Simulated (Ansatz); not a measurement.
# BBrH4OSi: a ladder of functionals and wavefunction methods

An exercise on one series of results from a longer session: the logs are not shown, and one member is left open.

Method: functionals in def2-TZVPP, the program's frozen cores in correlated methods; program: Ansatz 0.2.0, Gaussian basis.

Plan: LDA (SPW92), PBE-D4, revPBE-D4, BLYP-D4, r2SCAN-D4, B97M-V, PBE0-D4, B3LYP-D4, r2SCANh-D4, r2SCAN0-D4, HSE06-D4, BHLYP-D4, CAM-B3LYP-D4, LC-ωPBE, ωB97X-V, ωB97M-V, B2PLYP, PBE-QIDH; CCSD(T)/def2-SVP; CCSD(T)/def2-TZVPP; MP2/def2-QZVPP; extrapolation to the limit; RPA on PBE.

**Structure used throughout**

All runs share one geometry, relaxed beforehand with PBE0-D4 in a triple-zeta def2 set.

8 atoms, charge 0, spin multiplicity 1.

Atoms are counted from 1 here; the program's logs count them from 0.

Bond lengths: B1–O2 1.353 Å, B1–H5 1.203 Å, B1–H6 1.197 Å, O2–Si3 1.647 Å, Si3–Br4 2.209 Å, Si3–H7 1.479 Å, Si3–H8 1.475 Å. Angles: O2–B1–H5 119.8°, O2–B1–H6 117.9°, H5–B1–H6 122.3°, B1–O2–Si3 130.6°, O2–Si3–Br4 109.3°, O2–Si3–H7 110.4°, O2–Si3–H8 107.6°, Br4–Si3–H7 108.1°, Br4–Si3–H8 108.3°, H7–Si3–H8 113.1°.

As a file:

```
atom     x (Å)     y (Å)     z (Å)
  B1  -0.49903   1.47739  -0.26077
  O2  -0.74193   0.18448   0.05538
 Si3   0.29474  -1.06279   0.34083
 Br4   0.53724  -2.24723  -1.50738
  H5   0.63453   1.87125  -0.34084
  H6  -1.43929   2.19449  -0.44403
  H7   1.62430  -0.54808   0.73429
  H8  -0.31836  -1.92660   1.36672
```

The first run:

File in.yaml:

```yaml
crystal:
  periodic: [false, false, false]
  atoms:
    - {symbol: B, position_ang: [-0.499027, 1.477386, -0.260772]}
    - {symbol: O, position_ang: [-0.741930, 0.184476, 0.055375]}
    - {symbol: Si, position_ang: [0.294737, -1.062786, 0.340831]}
    - {symbol: Br, position_ang: [0.537237, -2.247235, -1.507378]}
    - {symbol: H, position_ang: [0.634526, 1.871250, -0.340841]}
    - {symbol: H, position_ang: [-1.439288, 2.194494, -0.444029]}
    - {symbol: H, position_ang: [1.624303, -0.548084, 0.734290]}
    - {symbol: H, position_ang: [-0.318360, -1.926601, 1.366725]}
basis:
  gaussian: {orbitals: def2-TZVPP}
hamiltonian: {xc: lda}
output: {orbitals: {seedname: orbitals}}
```

Command:

```sh
$ ansatz run in.yaml --threads 4 --pin off --events-out ev --progress --plain --max-ram 10444MiB
```

Steps of the session up to this table: LDA; PBE-D4 (GGA); revPBE-D4 (GGA); BLYP-D4 (GGA); r2SCAN-D4 (meta-GGA); B97M-V (meta-GGA); B3LYP-D4 (hybrid); r2SCANh-D4 (hybrid); r2SCAN0-D4 (hybrid); HSE06-D4 (hybrid); BHLYP-D4 (hybrid); CAM-B3LYP-D4 (range-separated); LC-ωPBE (range-separated); ωB97X-V (range-separated); ωB97M-V (range-separated); B2PLYP (double hybrid); PBE-QIDH (double hybrid).

One table of the session follows, with a row left open; its other results are not shown here.

It belongs to the step «Frontier levels by functional». 

```
  functional  HOMO (eV)  gap (eV)
 LDA (SPW92)      -7.33      5.04
      PBE-D4      -7.26      5.27
   revPBE-D4          ?         ?
     BLYP-D4      -7.17      5.31
   r2SCAN-D4      -7.60      6.01
      B97M-V      -7.72      6.00
     PBE0-D4      -8.61      7.65
    B3LYP-D4      -8.36      7.15
  r2SCANh-D4      -8.11      6.88
  r2SCAN0-D4      -8.83      8.11
    HSE06-D4      -8.21      6.86
    BHLYP-D4      -9.74      9.80
CAM-B3LYP-D4      -9.94     10.05
     LC-ωPBE     -11.33     12.67
     ωB97X-V     -10.98     12.20
     ωB97M-V     -10.83     11.78
```

**Question.** Estimate the row for revPBE-D4.

The run gave: HOMO (eV): -7.23; gap (eV): 5.35. In the column «HOMO (eV)» it lies between PBE-D4 (-7.26) and BLYP-D4 (-7.17).
